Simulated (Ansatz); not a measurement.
# Ta4NiO11 in Ansatz: the effect of Hubbard term

Crystal: Ta4NiO11.

```
CELL_PARAMETERS angstrom
4.77089 0.00000 0.00513
0.00000 5.82454 0.00000
-1.98628 0.00000 7.25051
ATOMIC_POSITIONS crystal
Ta 0.61339 0.50000 0.76042
Ta 0.38661 0.50000 0.23958
Ta 0.16615 0.00000 0.79875
Ta 0.83385 0.00000 0.20125
Ni 0.50000 0.00000 0.50000
O 0.33278 0.79913 0.65053
O 0.66722 0.79913 0.34947
O 0.90047 0.25786 0.80718
O 0.09953 0.25786 0.19282
O 0.66722 0.20087 0.34947
O 0.33278 0.20087 0.65053
O 0.09953 0.74214 0.19282
O 0.90047 0.74214 0.80718
O 0.50000 0.50000 0.00000
O 0.50000 0.00000 0.00000
O 0.50000 0.50000 0.50000
```

The cell was built by a generator and needn't be a form met in nature.

Alike in all runs:

| Property | Result |
| --- | --- |
| Program | Ansatz 0.2.0 |
| Task | projected density of states |
| Functional | PBE |
| Potentials or basis | Ansatz PAW |
| Cutoff | 420 eV (not typed: the program's choice for these potentials) |
| k mesh | 6 × 5 × 4 |
| Occupations | fermi-dirac, width 0.05 eV |
| Spin | collinear spin, ferromagnetic start |
| Starting moments | [0.0, 0.0, 0.0, 0.0, 1.0, 0.0, 0.0, 0.0, 0.0, 0.0, 0.0, 0.0, 0.0, 0.0, 0.0, 0.0] μB |
| Hubbard projectors | ortho-atomic (the default) |
| Double counting | fll (the default) |

One run gave: gap on the mesh 2.34 eV; pressure 2.7 GPa; largest force 0.52 eV/Å. Which Hubbard term did it use?
A. Ni d U = 6 eV, Ta d U = 6 eV
B. Ni d U = 2 eV, Ta d U = 2 eV
C. Ni d U = 8 eV, Ta d U = 8 eV
D. Ni d U = 4 eV, Ta d U = 4 eV

D.

```tsv
Hubbard term	gap on the mesh (eV)	pressure (GPa)	largest force (eV/Å)
Ni d U = 2 eV, Ta d U = 2 eV	1.74	1.2	0.27
Ni d U = 4 eV, Ta d U = 4 eV	2.34	2.7	0.52
Ni d U = 6 eV, Ta d U = 6 eV	2.66	4.2	0.76
Ni d U = 8 eV, Ta d U = 8 eV	2.87	6.0	1.00
```

Caveats: the magnetic or orbital state may not be the lowest; odd divisions of the mesh miss points on the zone boundary, where band edges often lie, so the gap on the mesh can be too wide; spin-orbit coupling is left out, which moves the levels of the heavy elements; the density of states is complete only up to the lowest level of the last band computed; the starting moments weren't kept; forces of over 1 eV/Å show positions far from the minimum, so gaps and moduli don't describe the material at rest (some runs).

A k mesh can miss the band edges.
